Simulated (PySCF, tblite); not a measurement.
**C₄H₇BF₂O: geometry, infrared bands and NMR shifts**

What infrared bands and NMR shifts should C₄H₇BF₂O (`C=C(C)B(F)OCF`) show?

Programs: tblite 0.8.0 and PySCF 2.14.0, with density-fitted response routines of our own. Each step states its level of theory. These are calculated values for one molecule in the gas phase, unless marked as measured. Atoms are numbered from 0 throughout.

## Step 1: The starting structure

15 atoms, charge 0, multiplicity 1; geometry from: force field or distance geometry start.

Bonds of the start (Å): C0–C1 1.33, C1–C2 1.48, C1–B3 1.58, B3–F4 1.47, B3–O5 1.46, O5–C6 1.40, C6–F7 1.39, C0–H8 1.10, C0–H9 1.10, C2–H10 1.12, C2–H11 1.09, C2–H12 1.12, C6–H13 1.12, C6–H14 1.10.

## Step 2: Geometry optimisation with GFN2-xTB

What the job is given:

```
{"job": {"kind": "relax", "xc": "GFN2-xTB", "basis": "xTB"}, "charge": 0, "multiplicity": 1}
C     -1.719100    -1.146800    -0.767900
C     -1.038900    -0.173200    -0.180300
C     -1.387900     1.260700    -0.258900
B      0.236400    -0.562900     0.669100
F      0.660200    -1.965800     0.708900
O      1.278800     0.421500     0.918900
C      2.361600     0.160400     0.077600
F      3.397200     1.065500     0.263300
H     -1.337500    -2.167700    -0.610900
H     -2.619200    -0.956800    -1.364300
H     -2.052000     1.360400    -1.155300
H     -0.534100     1.940700    -0.342800
H     -1.981900     1.473300     0.668900
H      2.008500     0.151100    -0.986900
H      2.723600    -0.852400     0.327300
```

Started as:

```sh
$ OMP_NUM_THREADS=1 python probes_run.py task.json out
```

One launch serves the whole session: the jobs run in the order shown.

**Question.** This job is followed by: GFN2-xTB harmonic vibrations, gas phase; GIAO PBE0/pcSseg-1 NMR shielding, non-relativistic, gas phase. What will the session give for the following? strongest single infrared mode (GFN2-xTB); zero-point energy (GFN2-xTB); 13C shifts against TMS (PBE0/pcSseg-1); 1H shifts against TMS (PBE0/pcSseg-1, means over atoms taken as alike); 11B shifts against BF3·OEt2 (PBE0/pcSseg-1); 19F shifts against CFCl3 (PBE0/pcSseg-1); 17O shifts against H2O (PBE0/pcSseg-1); surface potential, 1st and 99th percentile.

As calculated:

| quantity | value |
| --- | --- |
| strongest single infrared mode (GFN2-xTB) | 1152 cm⁻¹, 275 km/mol |
| zero-point energy (GFN2-xTB) | 68.6 kcal/mol |
| 13C shifts against TMS (PBE0/pcSseg-1) | 146.1, 143.7, 99.9, 25.4 ppm |
| 1H shifts against TMS (PBE0/pcSseg-1, means over atoms taken as alike) | 6.39, 6.38, 6.14, 2.05 ppm |
| 11B shifts against BF3·OEt2 (PBE0/pcSseg-1) | 24.1 ppm |
| 19F shifts against CFCl3 (PBE0/pcSseg-1) | -113.7, -163.5 ppm |
| 17O shifts against H2O (PBE0/pcSseg-1) | 165.2 ppm |
| surface potential, 1st and 99th percentile | -0.93 V and 1.21 V |

What this shows: The optimisation took 182 steps and gained 1.330 eV; among the close pairs (by a distance rule), B3–F4 changed most, from 1.466 to 1.340 Å. No mode is imaginary among the 39: a minimum at this level. The strongest single mode, at 1152 cm⁻¹, is spread over many atoms; the largest shares are those of B3, F4. Unscaled tight-binding wavenumbers are off by several per cent, some by more. Its intensities can rank the bands wrongly. The most deshielded carbon is C1 (fully substituted alkene carbon), at 146.1 ppm: an sp2 carbon of a C=C bond. At PBE0/pcSseg-1: The widest tensor belongs to F4: span 317 ppm, with a paramagnetic part of -187 ppm. By nearest atom (PBE0/pcSseg-1), the HOMO sits on C0, C1 about 36 % each and the LUMO on B3 26 %; C0 26 %.
